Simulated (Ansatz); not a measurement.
# Ta4NiO11 (P2/m) in Ansatz: single point with PBE

Aim: the single point of Ta4NiO11 with PBE.

All numbers are computed with Ansatz 0.2.0; they aren't measurements. Logs are shortened: lines on timing, memory, paths and dates and some standing lists are left out, and cuts for length are marked.

## 1. The crystal as given

Symmetry: P2/m, No. 10, monoclinic system. Conventional cell: a = 4.771 Å, b = 5.825 Å, c = 7.518 Å, α = 90.00°, β = 105.26°, γ = 90.00°. Ta (site symmetry m) has 4 O at 1.89 to 2.01 Å as nearest neighbours. Ta (site symmetry m) is surrounded by 5 O at 1.89 to 1.98 Å. Ni (site symmetry 2/m) is surrounded by 4 O at 1.94 Å. O (site symmetry 1) has 1 Ta at 1.93 Å and 1 Ni at 1.94 Å as nearest neighbours. O (site symmetry 1) is surrounded by 2 Ta at 1.93 to 1.98 Å. O (site symmetry 2/m) has 2 Ta at 2.01 Å as nearest neighbours. O (site symmetry 2/m) is surrounded by 2 Ta at 1.89 Å. Around O (site symmetry 2/m) lie 2 Ta at 1.89 Å.

The cell was built by a generator and needn't be a form met in nature.

## 2. Single point, PBE, collinear spin, ferromagnetic start

The input, input.yaml:

```yaml
crystal:
  lattice:
    - [4.77089, 0.0, 0.00513]
    - [0.0, 5.82454, 0.0]
    - [-1.98628, 0.0, 7.25051]
  atoms:
    - { symbol: Ta, position: [0.61339, 0.5, 0.76042] }
    - { symbol: Ta, position: [0.38661, 0.5, 0.23958] }
    - { symbol: Ta, position: [0.16615, 0.0, 0.79875] }
    - { symbol: Ta, position: [0.83385, 0.0, 0.20125] }
    - { symbol: Ni, position: [0.5, 0.0, 0.5], spin: 1.0 }
    - { symbol: O, position: [0.33278, 0.79913, 0.65053] }
    - { symbol: O, position: [0.66722, 0.79913, 0.34947] }
    - { symbol: O, position: [0.90047, 0.25786, 0.80718] }
    - { symbol: O, position: [0.09953, 0.25786, 0.19282] }
    - { symbol: O, position: [0.66722, 0.20087, 0.34947] }
    - { symbol: O, position: [0.33278, 0.20087, 0.65053] }
    - { symbol: O, position: [0.09953, 0.74214, 0.19282] }
    - { symbol: O, position: [0.90047, 0.74214, 0.80718] }
    - { symbol: O, position: [0.5, 0.5, 0.0] }
    - { symbol: O, position: [0.5, 0.0, 0.0] }
    - { symbol: O, position: [0.5, 0.5, 0.5] }
hamiltonian:
  xc: pbe
  pseudopotentials: { kind: paw, level: accurate }
magnetization:
  spin_polarized: true
kpoints:
  mp_grid: { grid: [6, 5, 4] }
scf:
  occupations: { method: fermi_dirac, width: 0.05 }
output:
  forces: true
  stress: true
  eigenvalues: true
```

Potentials or basis: Ansatz PAW earlier set.

Launch:

```console
$ ansatz run input.yaml --threads 8 --pin off --max-ram 20480MiB --backend cpu --events-out ev --progress --plain --runs-dir out
```

Log:

```text
Warning: RAYON_NUM_THREADS=8 ignored (pool sized by the plan → 8); use --threads N
Engine: ansatz 0.2.0, aarch64-unknown-linux-gnu
Pseudopotentials: kind: paw, level: accurate
Pseudopotential: Ta, paw, valence charge 27, recommended cutoff 640 eV (high), Ta.paw.azcp
Pseudopotential: Ni, paw, valence charge 18, recommended cutoff 1080 eV (high), Ni.paw.azcp
Pseudopotential: O, paw, valence charge 6, recommended cutoff 900 eV (normal), O.paw.azcp#accurate
Functional definition: PBE
  parameter kappa = 0.804
  parameter beta = 0.06672455060314922
  exchange = pbe_x(kappa = kappa, mu = beta*pi^2/3)
  correlation = pbe_c(beta = beta)
Crystal: 16 atoms, lattice volume = 201.538 Å³
Basis set: ecut = 1080 eV, 16219 PW (Γ), exchange–correlation on 108×128×162 points (8 copies of the dense FFT grid, shifted against one another)
Bands: 116, of which v1, the nominal top of the filled ones, is band 96 counted from 1 (95 counted from 0)
Symmetry: 4 space group operations
Space group: P2/m (ITA 10), of the structure as read, at distance tolerance 5.9e-5 Å
Magnetic group: BNS 10.42 (UNI 49), of the structure as read, at distance tolerance 5.9e-5 Å
k-points: 42 of 120
Non-local potential: Ta, projectors of the file, l = 0: 3, l = 1: 3, l = 2: 2, l = 3: 3
Non-local potential: Ni, projectors of the file, l = 0: 3, l = 1: 3, l = 2: 3, l = 3: 2, l = 4: 1
Non-local potential: O, projectors of the file, l = 0: 2, l = 1: 2, l = 2: 2, l = 3: 1
PAW form: soft (Blöchl's): semilocal exchange-correlation on the pseudo side does not see the compensation charge
PAW one-centre angular grid: Ta, 590 points (default); XC on 96 Gauss nodes
PAW one-centre angular grid: Ni, 590 points (default); XC on 64 Gauss nodes
PAW one-centre angular grid: O, 194 points (default); XC on 64 Gauss nodes
Initial density: superposition of atomic densities (chi_scale 0.1, normalization cell, long waves kept (reshape's long-wave potential 0.10 eV rms))
Starting moments: Σ|m| = 1 μB on 1 of 16 sites
Initial wavefunctions: pseudopotential atomic-orbital guess
[... 73 lines left out ...]
SCF 3 converged in 2 iterations: F = -79217.653596 eV  dr2 = 2.18e-8
WARN: the starting moments were not kept: the SCF closed with an absolute magnetisation of 7.8e-5 μB, where they sum to 1 μB in size (1 site). That is at most 0.1 of that sum. Measured as dr2_m measures the in/out step, that magnetisation stands 6.0e-9 eV from none, at or under the dr2_threshold of 1.0e-7 eV: it is no larger than a step whose dr2_m would equal this threshold. The system may hold no moment; this SCF shows only that its start led to no more than that. To try another start: raise the starting moments (crystal.atoms[].spin, magnetization.per_species, magnetization.initial_magnetization, or on a non-collinear deck that types none of these the spinor_matrix: blocks that start its atoms; where the total moment is fixed, keep their sum and leave initial_magnetization as it is; typed ones take the place of any that the run laid by itself, positive ones on a crystal's lanthanoids without a Hubbard term where scf.initial_density.shell_occupations: [] is typed) or, if the notice of its spin-set hold's release reads "site moments contracting" or "site moments show no strong build", lengthen the hold (scf.mixing.spin_hold: { on: { confirm: 4 } }; for m-r²SCAN on two components see the key's manual first). Each may lead to a state that holds a moment. A second SCF, from the converged charge density, with the starting moments and any scf.initial_density.shell_occupations laid on it anew, would have followed, and was not run: the deck does not ask for one (magnetization.retry_lost_moments is false, the default). To let it run, set magnetization.retry_lost_moments: true and run the deck again, where that key's refused combinations let it; where memory then withholds it, that run's warning says so.
SCF converged after 20 iterations
Magnetization: 0.0000 μB (96.0000 up, 96.0000 down)
Absolute magnetization: 0.0001 μB (∫|ρ↑−ρ↓|, with the PAW one-centre terms)
Spin contamination: 0.0000 ħ² per cell (⟨S²⟩ above its minimum at these occupations)
Per-site moments (μB) at R_I (Å): [(-1.5747280223066536e-7, 0.7791746507837248), (-1.5747280221093862e-7, 0.7791746507837249), (4.197550968622888e-8, 0.7780265341883814), (4.197550959635815e-8, 0.7780265341883813), (1.8083492802942975e-6, 0.7999841063887542), (-5.449590859553801e-7, 0.7943887950734209), (-5.449590859988456e-7, 0.7943887950734211), (1.3595170084565702e-7, 0.7972175426283135), (1.3595170094766877e-7, 0.7972175426283135), (-5.449590859811192e-7, 0.7943887950734212), (-5.449590860049365e-7, 0.794388795073421), (1.3595170074276938e-7, 0.7972175426283135), (1.3595170080804987e-7, 0.7972175426283135), (3.712200482819617e-7, 0.8300775832796297), (1.8396617083989866e-7, 0.7780265341883813), (2.5680199677829407e-8, 0.7791746507837248)]
Free energy (F): -79217.653596 eV
Harris-Foulkes:  -79217.653596 eV  (|F-HF|=2.84e-9)
Internal energy: -79217.653552 eV  (E = F + TS)
E sigma→0 (E₀):  -79217.653574 eV
Entropy (-TS):   -0.000043 eV (-0.003 meV/atom)
Fermi energy:    11.500963 eV
--- Per-component energies (eV) ---
  E_band       = -1696.836368
  E_kinetic    = 5449.884340
  E_local      = -53813.130705  (includes V_loc(G=0)·N_el)
  E_nonlocal   = 10845.229765
  E_hartree    = 18646.748112
  E_xc         = -3623.489264
  E_vxc        = -2646.629572  (∫ρ·V_xc dr)
  E_paw        = -32320.530945  (= ΣΔE_a, less E_core_relax)
  E_vpaw       = 1174.316358  (= ΣTr[D̂ρ^β], less what the cores' own moments, if any, meet on the grid)
  E_core_relax = -0.000950  (the energy of the cores' relaxation)
  E_aug_tail   = 0.000272  (compensation charges beyond the density's cutoff)
  E_ewald      = -24402.364178
  E_smearing   = -0.000043  (= −TS)
  E_closure    = -0.000000  (closes the sum)
  Σ components = -79217.653596   (vs F -79217.653596, Δ=0.00e0)
--- Forces (eV/Å), atoms counted from 1 ---
  atom   1  Ta    -0.01019369     0.00000000     0.01028885
  atom   2  Ta     0.01019369    -0.00000000    -0.01028885
  atom   3  Ta    -0.00021176    -0.00000000     0.01479008
  atom   4  Ta     0.00021176     0.00000000    -0.01479008
  atom   5  Ni     0.00000000     0.00000000     0.00000000
  atom   6  O     -0.00585807    -0.00079392    -0.00223800
[... 8 lines left out ...]
  atom  15  O     -0.00000000     0.00000000     0.00000000
  atom  16  O      0.00000000     0.00000000     0.00000000
  max |Σ_I F_I| component: 8.67e-19 eV/Å
--- Stress (GPa, compression-positive) ---
        0.160860      -0.000000      -0.010026
       -0.000000       0.165162      -0.000000
       -0.010025      -0.000000       0.125900
  P = ⅓ Tr σ = 0.1506 GPa (1.506 kbar)
--- Band table (eV; the first three rows and the last of 84) ---
  k-point 0 ↑: bands = ["-91.5416", "-57.9091", "-57.9082", "-57.8325", "-57.8313", "-52.4059", "-52.3581", "-51.0484", "-24.6090", "-24.5154", "-24.5059", "-24.4883", "-24.4798", "-24.4793", "-24.4696", "-24.3931", "-24.3748", "-24.3708", "-24.3385", "-24.3356", "-9.7920", "-9.7600", "-9.7461", "-9.7459", "-9.7445", "-9.7397", "-9.7145", "-9.7056", "-9.6995", "-9.6994", "-9.6948", "-9.6940", "-9.6785", "-9.6710", "-9.6673", "-9.6474", "-9.6286", "-9.6210", "-9.6210", "-9.6208", "-9.6143", "-9.6111", "-9.5856", "-9.5841", "-9.5601", "-9.5576", "-9.5529", "-9.5518", "-8.2677", "-7.6860", "-7.5512", "-7.0573", "-7.0192", "-6.9540", "-6.5783", "-6.4962", "-6.3567", "-6.3525", "-5.9479", "4.2519", "4.4472", "4.4845", "4.4930", "4.7322", "4.8691", "4.8786", "4.8834", "5.1812", "5.7703", "5.7790", "5.8767", "6.0720", "6.1278", "6.2606", "7.3053", "7.3272", "7.4588", "7.5634", "7.8802", "7.9188", "8.0013", "8.0824", "8.0961", "8.2849", "8.4507", "8.4617", "8.6826", "9.0295", "9.1325", "9.3946", "9.5002", "10.0823", "10.1849", "10.6831", "10.8863", "10.9006", "12.0699", "12.2825", "12.7801", "12.9514", "13.5656", "13.8688", "14.0762", "14.2752", "15.2262", "15.2537", "15.3465", "15.4682", "15.9450", "16.0555", "16.0995", "16.4817", "16.8901", "16.9922", "17.1615", "18.3526"]
  k-point 1 ↑: bands = ["-91.5416", "-57.9090", "-57.9083", "-57.8325", "-57.8313", "-52.4059", "-52.3581", "-51.0484", "-24.6075", "-24.5172", "-24.5025", "-24.4934", "-24.4786", "-24.4707", "-24.4643", "-24.3949", "-24.3829", "-24.3742", "-24.3380", "-24.3360", "-9.7880", "-9.7636", "-9.7460", "-9.7457", "-9.7446", "-9.7395", "-9.7172", "-9.7032", "-9.6995", "-9.6961", "-9.6950", "-9.6938", "-9.6809", "-9.6708", "-9.6675", "-9.6484", "-9.6275", "-9.6213", "-9.6210", "-9.6207", "-9.6143", "-9.6111", "-9.5854", "-9.5842", "-9.5600", "-9.5577", "-9.5528", "-9.5519", "-8.1999", "-7.8196", "-7.4783", "-7.0696", "-6.9431", "-6.9202", "-6.5700", "-6.4758", "-6.3757", "-6.3713", "-6.0827", "4.3959", "4.4636", "4.4847", "4.5855", "4.6852", "4.8492", "4.8798", "5.1171", "5.2072", "5.5109", "5.9131", "5.9178", "6.0633", "6.1108", "6.5371", "7.0373", "7.1859", "7.4528", "7.6138", "7.6696", "7.7329", "7.7853", "8.0452", "8.1929", "8.3849", "8.4446", "8.5116", "8.7529", "8.8720", "9.1974", "9.2842", "9.4705", "10.0967", "10.2099", "10.7395", "10.8914", "10.9361", "12.1523", "12.3476", "12.7991", "13.0087", "13.7127", "13.8455", "14.0976", "14.5299", "14.9826", "15.0484", "15.2818", "15.5794", "15.7765", "15.8997", "16.2909", "16.7374", "17.0416", "17.1046", "17.1424", "17.8725"]
  k-point 2 ↑: bands = ["-91.5416", "-57.9089", "-57.9085", "-57.8325", "-57.8314", "-52.4059", "-52.3581", "-51.0484", "-24.6060", "-24.5190", "-24.4986", "-24.4971", "-24.4770", "-24.4724", "-24.4437", "-24.4087", "-24.3904", "-24.3740", "-24.3371", "-24.3368", "-9.7826", "-9.7686", "-9.7459", "-9.7455", "-9.7448", "-9.7393", "-9.7189", "-9.7023", "-9.6997", "-9.6952", "-9.6936", "-9.6892", "-9.6863", "-9.6705", "-9.6678", "-9.6494", "-9.6264", "-9.6217", "-9.6210", "-9.6207", "-9.6144", "-9.6110", "-9.5852", "-9.5844", "-9.5599", "-9.5578", "-9.5527", "-9.5520", "-8.0515", "-8.0006", "-7.4405", "-7.0799", "-6.9342", "-6.7251", "-6.6184", "-6.4368", "-6.4145", "-6.4133", "-6.2298", "4.4167", "4.4530", "4.5279", "4.5706", "4.6915", "4.8146", "5.2371", "5.2519", "5.3180", "5.5008", "5.9368", "5.9524", "5.9714", "6.0923", "6.5640", "6.9560", "7.1313", "7.2046", "7.3621", "7.4286", "7.6541", "7.9108", "8.0420", "8.1350", "8.3902", "8.5025", "8.6055", "8.7513", "8.8152", "9.1747", "9.2948", "9.4030", "10.1155", "10.2291", "10.7995", "10.8981", "10.9719", "12.2310", "12.4120", "12.7868", "13.0388", "13.8880", "13.9614", "14.4171", "14.4687", "14.5614", "15.1297", "15.2586", "15.3263", "15.6776", "15.8345", "16.3995", "16.7298", "17.0933", "17.1058", "17.3669", "18.3679"]
  k-point 41 ↓: bands = ["-91.5416", "-57.9089", "-57.9084", "-57.8321", "-57.8318", "-52.4059", "-52.3581", "-51.0484", "-24.6082", "-24.5224", "-24.5078", "-24.5010", "-24.4767", "-24.4678", "-24.4468", "-24.4051", "-24.3649", "-24.3613", "-24.3546", "-24.3525", "-9.7678", "-9.7652", "-9.7551", "-9.7479", "-9.7452", "-9.7295", "-9.7225", "-9.7024", "-9.6998", "-9.6949", "-9.6941", "-9.6883", "-9.6865", "-9.6714", "-9.6670", "-9.6462", "-9.6272", "-9.6240", "-9.6227", "-9.6208", "-9.6140", "-9.6119", "-9.5851", "-9.5842", "-9.5598", "-9.5595", "-9.5509", "-9.5507", "-7.6871", "-7.6501", "-7.5138", "-7.3680", "-7.2141", "-6.8040", "-6.7158", "-6.6354", "-6.5129", "-6.2953", "-6.0162", "4.2962", "4.5103", "4.6108", "4.6662", "4.9131", "5.1218", "5.4467", "5.5991", "5.6612", "5.7551", "5.8558", "5.8980", "6.0386", "6.1292", "6.4063", "6.8077", "6.8871", "7.1206", "7.1321", "7.2919", "7.5638", "7.7009", "7.7576", "8.0837", "8.1452", "8.2981", "8.4483", "8.5076", "8.8726", "9.0343", "9.1743", "9.5997", "9.7541", "10.2926", "10.8358", "10.8438", "10.9595", "11.8988", "13.1608", "13.6011", "13.7551", "13.8005", "14.2503", "14.3572", "14.4964", "14.6947", "14.7832", "15.0473", "15.1809", "15.2738", "15.9749", "16.3737", "17.0394", "17.3752", "17.7774", "17.9281", "18.4647"]
```

It took 8.8 min on 8 threads of Arm Neoverse V1, shared host; peak memory 8.5 GiB.

Results:

- Free energy: -79217.6536 eV
- Pressure: 0.2 GPa
- Largest force: 0.015 eV/Å
- Band gap on the k mesh: 0.89 eV, indirect (least direct gap 0.94 eV)
- Net moment: 0.00 μB per cell
- Absolute moment: 0.00 μB per cell

Forces in eV/Å, atoms in the order of the input:
```
Ta  -0.010  0.000  0.010
Ta   0.010  0.000 -0.010
Ta   0.000  0.000  0.015
Ta   0.000  0.000 -0.015
Ni   0.000  0.000  0.000
O   -0.006 -0.001 -0.002
O    0.006 -0.001  0.002
O    0.006 -0.008 -0.003
O   -0.006 -0.008  0.003
O    0.006  0.001  0.002
O   -0.006  0.001 -0.002
O   -0.006  0.008  0.003
O    0.006  0.008 -0.003
O    0.000  0.000  0.000
O    0.000  0.000  0.000
O    0.000  0.000  0.000
```

Levels at points of the mesh, in eV from the valence-band top:
Spin up:
| k point | band 94 | band 95 | band 96 | band 97 | band 98 | band 99 |
| --- | --- | --- | --- | --- | --- | --- |
| (0.00, 0.00, 0.00) | -0.33 | -0.12 | -0.11 | 1.06 | 1.27 | 1.77 |
| (0.00, 0.00, -0.50) | -0.21 | -0.11 | -0.04 | 1.22 | 1.40 | 1.78 |
| (-0.50, 0.00, 0.00) | -0.27 | -0.26 | -0.13 | 1.17 | 1.59 | 1.96 |
| (-0.50, 0.00, -0.50) | -0.18 | -0.14 | -0.12 | 1.27 | 2.02 | 2.04 |
Spin down:
```tsv
k point	band 92	band 93	band 94	band 95	band 96	band 97	band 98	band 99	band 100	band 101
(0.00, 0.00, 0.00)	-0.93	-0.83	-0.33	-0.12	-0.11	1.06	1.27	1.77	1.94	2.56
(0.00, 0.00, -0.50)	-0.89	-0.78	-0.21	-0.11	-0.04	1.22	1.40	1.78	2.03	2.88
(-0.50, 0.00, 0.00)	-1.12	-0.81	-0.27	-0.26	-0.13	1.17	1.59	1.96	2.05	2.23
(-0.50, 0.00, -0.50)	-1.24	-0.80	-0.18	-0.14	-0.12	1.27	2.02	2.04	2.33	2.54
```

Caveat: odd divisions of the mesh miss points on the zone boundary, where band edges often lie, so the gap on the mesh can be too wide; spin-orbit coupling is left out, which moves the levels of the heavy elements; the starting moments weren't kept.
